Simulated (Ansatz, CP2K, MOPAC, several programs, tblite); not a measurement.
# NaCaBr3 (cubic perovskite) from semi-empirical methods to plane-wave DFT

NaCaBr3 built on the cubic perovskite prototype, relaxed with r2SCAN in Ansatz, was computed with several methods. Space group Pm-3m (No. 221), cubic; a = 5.641 Å in the conventional setting, 35.91 Å³ an atom. Na is surrounded by 12 Br at 3.99 Å; Ca is surrounded by 6 Br at 2.82 Å; Br is surrounded by 2 Ca at 2.82 Å and 4 Na at 3.99 Å. Spin-unpolarised throughout. Whether this structure exists isn't addressed.

```
Na Ca Br
1.0
     5.64131    0.00000    0.00000
     0.00000    5.64131    0.00000
     0.00000    0.00000    5.64131
Na Ca Br
1 1 3
Cartesian
  0.0000 0.0000 0.0000
  2.8207 2.8207 2.8207
  2.8207 2.8207 0.0000
  2.8207 0.0000 2.8207
  0.0000 2.8207 2.8207
```

Gaps and times are for a single point on this cell; volume and bulk modulus come from each method's own relaxation or energy curve at fixed shape. Times are rough, from shared hosts (AMD EPYC 9R45 96-Core Processor), and each method has its own mesh and cell size. A star marks a curve whose lowest point is an end point. PM6 (MOPAC), PM7 (MOPAC), GFN1-xTB (tblite), GFN2-xTB (tblite) treat a cluster of cells at its zone centre, which samples few k points: where these miss a band edge, the gap comes out too large for that reason alone. Gaps from k meshes are read at a limited set of points (mesh, symmetry points, PBE's band edges), so each method's own least gap may be somewhat smaller. xTB and the PM methods were fitted mostly to molecules, and can miss a solid's gap by electronvolts. Minimal bases can be far off for gaps. d marks a direct gap, i an indirect one (no mark: not told apart), a dash a value that wasn't computed or didn't pass its checks.

| method | kind | gap (eV) | own volume (Å³/atom) | bulk modulus (GPa) | atoms computed | processor time |
| --- | --- | --- | --- | --- | --- | --- |
| light PBE (260 eV, its own mesh) | light plane-wave | 3.09 i | – | – | 5 | 0.51 s |
| PBE | semilocal | 3.07 i | 36.64 | 20 | 5 | 1.1 s |
| GFN1-xTB (tblite) | tight binding | 1.54 | 32.58* | – | 40 | 1.4 s |
| PM7 (MOPAC) | semi-empirical | 8.35 | – | – | 40 | 1.5 s |
| PM6 (MOPAC) | semi-empirical | 6.45 | – | – | 40 | 1.7 s |
| GFN2-xTB (tblite) | tight binding | 2.36 | – | – | 40 | 1.8 s |
| r2SCAN | semilocal | 3.79 i | 35.91 | 22 | 5 | 3.3 s |
| PBE/SZV (CP2K) | small basis | 1.61 i | – | – | 5 | 7.3 s |
| PBE/DZVP (CP2K) | small basis | 3.07 i | 36.76 | 20 | 5 | 11 s |

Against r2SCAN (3.79 eV) the nearest gap at the points sampled is that of light PBE (260 eV, its own mesh) (-0.70 eV) and the farthest that of PM7 (MOPAC) (+4.55 eV). r2SCAN is only a yardstick of convenience: semilocal gaps usually lie below measured ones, which GLLB-SC and hybrids aim to mend.

Volumes against r2SCAN's: PBE +2.0 %, PBE/DZVP (CP2K) +2.4 %.

Runs without a result: GLLB-SC (GPAW) (single point).

The runs are scalar-relativistic, without spin-orbit coupling.
